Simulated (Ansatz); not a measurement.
# ClF2H3O3W: vertical ionisation energy

An exercise on one series of results from a longer session: the logs are not shown, and one member is left open.

The runs use Ansatz 0.2.0, Gaussian basis; unrestricted cation, the program's frozen cores in correlated methods.

Levels to be run: UKS PBE-D4/def2-TZVPP; UKS r2SCAN-D4/def2-TZVPP; UKS PBE0-D4/def2-TZVPP; UKS B3LYP-D4/def2-TZVPP; UKS wB97X-V/def2-TZVPP; UKS wB97M-V/def2-TZVPP; UKS B2PLYP/def2-TZVPP; UHF-CCSD(T)/def2-TZVPP; UHF-MP2/def2-QZVPP; extrapolation to the limit; then −ε(HOMO) from the neutral's earlier runs with LDA (SPW92), PBE-D4, revPBE-D4, BLYP-D4, r2SCAN-D4, B97M-V, PBE0-D4, B3LYP-D4, r2SCANh-D4, r2SCAN0-D4, HSE06-D4, BHLYP-D4, CAM-B3LYP-D4, LC-ωPBE, ωB97X-V, ωB97M-V.

1 further run of the same task is left out (for a known fault of the program).

## Structure used throughout

The geometry comes from an earlier relaxation with PBE0-D4 in a triple-zeta def2 set; it is a stationary point, not always the lowest conformer. W takes the def2 core potential; no spin-orbit term is included.

SMILES `[OH][W]([OH])([OH])([F])([F])[Cl]`, 10 atoms, charge 0, spin multiplicity 1.

Atoms are counted from 1 here; the program's logs count them from 0.

Bond lengths: O1–W2 1.861 Å, O1–H8 0.962 Å, W2–O3 1.871 Å, W2–O4 1.858 Å, W2–F5 1.874 Å, W2–F6 1.878 Å, W2–Cl7 2.344 Å, O3–H9 0.963 Å, O4–H10 0.960 Å. Angles: W2–O1–H8 125.3°, O1–W2–O3 91.8°, O1–W2–O4 92.6°, O1–W2–F5 84.6°, O1–W2–F6 168.6°, O1–W2–Cl7 98.2°, O3–W2–O4 93.2°, O3–W2–F5 97.4°, O3–W2–F6 83.2°, O3–W2–Cl7 169.9°, O4–W2–F5 169.2°, O4–W2–F6 97.9°, O4–W2–Cl7 85.0°, F5–W2–F6 85.8°, F5–W2–Cl7 85.0°, F6–W2–Cl7 87.2°, W2–O3–H9 121.3°, W2–O4–H10 128.0°.

The first run:

in.yaml reads:

```yaml
crystal:
  periodic: [false, false, false]
  atoms:
    - {symbol: O, position_ang: [-0.801884, -1.457941, -0.558286]}
    - {symbol: W, position_ang: [-0.096573, 0.149570, 0.059285]}
    - {symbol: O, position_ang: [0.892927, -0.724376, 1.385478]}
    - {symbol: O, position_ang: [1.302982, 0.102103, -1.161118]}
    - {symbol: F, position_ang: [-1.705041, 0.287281, 1.010820]}
    - {symbol: F, position_ang: [0.428874, 1.690665, 0.995587]}
    - {symbol: Cl, position_ang: [-1.124665, 1.581339, -1.486569]}
    - {symbol: H, position_ang: [-1.613262, -1.866094, -0.242657]}
    - {symbol: H, position_ang: [1.390588, -0.231108, 2.045902]}
    - {symbol: H, position_ang: [1.326065, 0.468550, -2.048443]}
basis:
  gaussian: {orbitals: def2-TZVPP}
total_charge: 1
magnetization: {spin_polarized: true, initial_magnetization: 1}
hamiltonian: {xc: pbe, dispersion: d4}
```

The run is started by

```console
ansatz run in.yaml --threads 2 --pin off --events-out ev --progress --plain --max-ram 32768MiB --backend cpu
```

Steps of the session up to this table: Cation, UKS PBE-D4/def2-TZVPP; Cation, UKS r2SCAN-D4/def2-TZVPP; Cation, UKS PBE0-D4/def2-TZVPP; Cation, UKS B3LYP-D4/def2-TZVPP; Cation, UKS wB97X-V/def2-TZVPP; Cation, UKS wB97M-V/def2-TZVPP; Cation, UKS B2PLYP (frozen core)/def2-TZVPP; Cation, UHF-CCSD(T)/def2-TZVPP; Cation, UHF-MP2/def2-QZVPP.

One of the session's tables, all rows but one given; the rest of the session is left out.

It belongs to the step «Ionisation energies side by side». For comparison, −ε(HOMO) of the neutral from earlier runs:

```
  functional  −ε(HOMO) (eV)
 LDA (SPW92)           7.59
      PBE-D4              ?
   revPBE-D4           7.32
     BLYP-D4           7.26
   r2SCAN-D4           7.79
      B97M-V           7.88
     PBE0-D4           8.90
    B3LYP-D4           8.62
  r2SCANh-D4           8.34
  r2SCAN0-D4           9.16
    HSE06-D4           8.49
    BHLYP-D4          10.27
CAM-B3LYP-D4          10.29
     LC-ωPBE          11.68
     ωB97X-V          11.31
     ωB97M-V          11.17
```

Estimate the missing values for PBE-D4.

The run gave: −ε(HOMO) (eV): 7.40. In the column «−ε(HOMO) (eV)» it lies between revPBE-D4 (7.32) and LDA (SPW92) (7.59).
